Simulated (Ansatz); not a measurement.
Born–Oppenheimer molecular dynamics of a periodic cell of 26 atoms, LiVP₂HO₈ (host LiVP2HO8, host structure P2_1). It starts from an unrelaxed structure (largest force component 0.54 eV/Å).

These are results of DFT PBEsol, scalar-relativistic, plane waves, PAW (Ansatz), not measurements. Settings: cutoff 420 eV, k mesh 2x1x1, fermi-dirac smearing 0.05 eV, spin collinear.

| Property | Result |
| --- | --- |
| ensemble | NPT, Langevin |
| time step | 0.5 fs |
| steps asked | 60 |
| set temperature | 500 K |
| friction | 0.005 /fs |
| pressure | 0 GPa |
| seed | 661914 |

First frame:

```xyz
26
Lattice="4.8748 0.0000 0.0000 0.0000 8.0124 0.0000 -1.9413 0.0000 7.2247" Properties=species:S:1:pos:R:3
Li 3.372 2.989 2.862
Li -0.439 6.995 4.363
V -0.222 3.994 5.525
V 3.155 8.000 1.700
H 0.897 4.098 1.906
H 2.037 0.092 5.319
P 4.269 2.787 0.136
P -1.336 6.793 7.088
P 0.834 1.254 3.687
P 2.099 5.260 3.537
O 3.179 4.433 4.307
O 3.720 1.387 0.466
O 4.280 6.677 0.831
O -0.322 3.547 1.418
O -0.245 0.427 2.918
O 0.229 2.613 4.072
O 3.256 7.553 5.806
O -1.347 2.671 6.394
O 0.828 5.420 4.405
O 1.089 0.395 4.961
O -0.787 5.393 6.758
O 1.716 7.559 0.701
O 1.845 4.401 2.264
O 2.106 1.413 2.820
O 2.705 6.619 3.153
O 1.217 3.553 6.524
```

Question: What does the run give?

Answer: All steps were run.

* steps done: 60
* time covered: 30 fs
* mean temperature over the second half: 212 K
* spread of the potential energy over the second half: 1.6 meV per atom
* mean potential energy of the second half above the start: 31.1 meV per atom
* mean pressure over the second half: 1.7 GPa

The conserved energy stayed within 0.052 meV per atom of its start (net change 0.043 meV per atom), so the integration is sound. The mean temperature of the second half is 58 % below the set value. A run of 0.03 ps of so small a system gives no equilibrium averages. No Hubbard correction was used and the magnetic state wasn't searched. Limits of this set-up: coarse k mesh. The cell's volume went from 282 to 270 Å³.

Question: What happens to the structure?

Answer: Mean squared displacements from the first frame to the last, about the centre of mass, the cell's change included: Li 0.13 Å², V 0.00 Å², H 0.04 Å², P 0.01 Å², O 0.02 Å². This is one draw of velocities; another would differ in detail.

Question: How do temperature and energy run in time?

Answer: 
```csv
time (fs),T (K),potential energy less start (eV),conserved less start (meV/atom),P (GPa),volume (Å³)
0.0,481,0.000,0.00,-4.3,282.2
2.5,428,0.134,0.04,-3.3,281.9
5.0,393,0.280,0.03,-2.7,281.3
7.5,333,0.455,0.05,-2.3,280.3
10.0,288,0.602,0.05,-1.8,279.2
12.5,268,0.670,0.05,-1.2,278.0
15.0,235,0.717,0.04,-0.5,276.5
17.5,199,0.762,0.05,0.2,274.9
20.0,195,0.800,0.05,0.9,273.5
22.5,208,0.821,0.05,1.7,272.2
25.0,217,0.850,0.05,2.7,271.1
27.5,227,0.852,0.05,3.3,270.2
30.0,235,0.834,0.04,3.6,269.6
```

Time of the run: 9.5 min on 1 thread of Arm Neoverse V2, on a shared host, peak memory 0.68 GiB.
